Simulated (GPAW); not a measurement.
A run of GPAW 26.7.0:

run.py

```python
from ase import Atoms
from ase.dft.bandgap import bandgap
from ase.io import write
from ase.units import GPa
from gpaw import GPAW, PW

atoms = Atoms(['Tm', 'Na'],
              cell=[[3.432721605, 0.0, 0.0],
                    [-1.7163608025, 2.972824114, 0.0],
                    [0.0, 0.0, 6.219598]],
              scaled_positions=[[0.6666666667, 0.3333333333, 0.0],
                                [0.0, 0.0, 0.5]],
              pbc=True)
atoms.set_initial_magnetic_moments([2.0, 0.0])

calc = GPAW(mode=PW(800),
            xc='PBE',
            kpts={'size': (9, 9, 5), 'gamma': True},
            occupations={'name': 'fermi-dirac', 'width': 0.05},
            nbands=29,
            convergence={'density': 1e-05, 'energy': 1e-05},
            maxiter=150,
            txt='gpaw.txt')
atoms.calc = calc
energy = atoms.get_potential_energy()
forces = atoms.get_forces()
stress = atoms.get_stress()
calc.write('gs.gpw')
write('result.traj', atoms)
print(f'Energy: {energy:.6f} eV')
print('Forces (eV/A):')
print(forces.round(4))
print('Stress (GPa):', (stress / GPa).round(3))
print('Moments:', calc.get_magnetic_moments().round(3))
print('Fermi level:', round(calc.get_fermi_level(), 4), 'eV')
print(f'Gap: {bandgap(calc)[0]:.4f} eV, direct: {bandgap(calc, direct=True)[0]:.4f} eV')
```

Potentials or basis: GPAW PAW data sets (gpaw-data 1.2.1), pw.

Launch:

```sh
$ OMP_NUM_THREADS=1 python run.py
```

Hardware: 1 thread of Arm Neoverse N1, on a shared host.

Estimate the wall time of this run.

It took 9.6 min on 1 thread of Arm Neoverse N1 (shared host), peak memory 0.34 GiB. Counts: scf iterations 26, plane waves 3285, bands 29, k points 36.
